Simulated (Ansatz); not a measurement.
Task: a single point from an input written key by key of CH8SSeSi2, SMILES CS[SiH2][Se][SiH3], with Ansatz 0.2.0 through its Python package. Give the script and its output. Use: r2SCAN, def2-SVP basis, multiplicity 1.

| atom | x (Å) | y (Å) | z (Å) |
| --- | --- | --- | --- |
| C | 2.2026 | 0.9227 | 0.0745 |
| S | 0.8876 | 0.7541 | 1.3204 |
| Si | 0.2520 | -1.1874 | 0.6354 |
| Se | -0.6418 | -1.0389 | -1.4609 |
| Si | -2.4091 | 0.1713 | -0.6757 |
| H | 2.7294 | 1.8853 | 0.2361 |
| H | 1.7677 | 0.9236 | -0.9465 |
| H | 2.9358 | 0.0950 | 0.1734 |
| H | 1.4056 | -2.0989 | 0.6096 |
| H | -0.7586 | -1.7233 | 1.5595 |
| H | -3.1069 | -0.5958 | 0.3670 |
| H | -1.9264 | 1.4408 | -0.1123 |
| H | -3.3378 | 0.4516 | -1.7806 |

The script, `run_deck.py`:
```python
'''Run CH8SSeSi2 from an input written out key by key.'''

import ansatz
import numpy as np

DECK = '''
crystal:
  periodic: [false, false, false]
  atoms:
    - { symbol: C, position_ang: [2.2026, 0.9227, 0.0745] }
    - { symbol: S, position_ang: [0.8876, 0.7541, 1.3204] }
    - { symbol: Si, position_ang: [0.252, -1.1874, 0.6354] }
    - { symbol: Se, position_ang: [-0.6418, -1.0389, -1.4609] }
    - { symbol: Si, position_ang: [-2.4091, 0.1713, -0.6757] }
    - { symbol: H, position_ang: [2.7294, 1.8853, 0.2361] }
    - { symbol: H, position_ang: [1.7677, 0.9236, -0.9465] }
    - { symbol: H, position_ang: [2.9358, 0.095, 0.1734] }
    - { symbol: H, position_ang: [1.4056, -2.0989, 0.6096] }
    - { symbol: H, position_ang: [-0.7586, -1.7233, 1.5595] }
    - { symbol: H, position_ang: [-3.1069, -0.5958, 0.367] }
    - { symbol: H, position_ang: [-1.9264, 1.4408, -0.1123] }
    - { symbol: H, position_ang: [-3.3378, 0.4516, -1.7806] }
basis:
  gaussian: { orbitals: def2-SVP }
hamiltonian:
  xc: r2scan
output:
  forces: true
'''

session = ansatz.Session.from_yaml(DECK)
rep = session.plan(threads=1).execute().report

print('reference energy %16.6f eV' % rep['reference_energy_ev'])
print('total energy     %16.6f eV' % rep['free_energy_ev'])
print('occupied orbitals outside the frozen core (up, down):', rep['n_occupied'], ' frozen:', rep['n_frozen'], ' virtual:', rep['n_virtual'])
symbols = ['C', 'S', 'Si', 'Se', 'Si', 'H', 'H', 'H', 'H', 'H', 'H', 'H', 'H']
state = rep['mean_field']['state']
print(f'mean field: {state["energy"]["hartree"]:.7f} Ha, <S^2> = {abs(state["spin_squared"]):.4f}, stability: {state.get("stability", {}).get("kind")}')

forces = np.array(rep['forces_ev_ang'])
print('largest force', round(float(np.linalg.norm(forces, axis=1).max()), 4), 'eV/A, rms', round(float(np.sqrt((forces ** 2).mean())), 4))
charges = rep['charge_distribution']
dipole = np.array(charges['dipole_moment_e_ang']) * 4.803205
print('dipole (D): {:.3f} {:.3f} {:.3f}, length {:.3f}'.format(*dipole, np.linalg.norm(dipole)))
print('atom  Mulliken   Lowdin')
for symbol, m, l in zip(symbols, charges['mulliken_charges_e'], charges['lowdin_charges_e']):
    print(f'{symbol:4s} {m:9.3f} {l:8.3f}')
```

```console
$ python run_deck.py
reference energy    -93089.442213 eV
total energy        -93089.442213 eV
occupied orbitals outside the frozen core (up, down): [46, 46]  frozen: 0  virtual: [94, 94]
mean field: -3420.9739030 Ha, <S^2> = 0.0000, stability: minimum
largest force 0.6123 eV/A, rms 0.2306
dipole (D): 0.647 0.154 -0.229, length 0.703
atom  Mulliken   Lowdin
C       -0.170   -0.106
S       -0.274    0.173
Si       0.397    0.099
Se      -0.387   -0.018
Si       0.342    0.231
H        0.096    0.004
H        0.101   -0.007
H        0.094    0.001
H       -0.032   -0.077
H       -0.031   -0.073
H       -0.052   -0.077
H       -0.034   -0.077
H       -0.049   -0.073
```

Caveats:
- These settings explore the input space; basis and method may be short of convergence.
- The geometry is a force-field or estimated start, not a minimum of this method, and the basis set is short of its limit.
- The Löwdin charges here are taken after orthogonalising the functions within each atom; they differ from plain Löwdin charges, and their signs can be unphysical.
- Finished in 9.2 s on 1 thread of Intel(R) Xeon(R) Platinum 8488C (Sapphire Rapids) (shared host), peak memory 0.29 GiB.
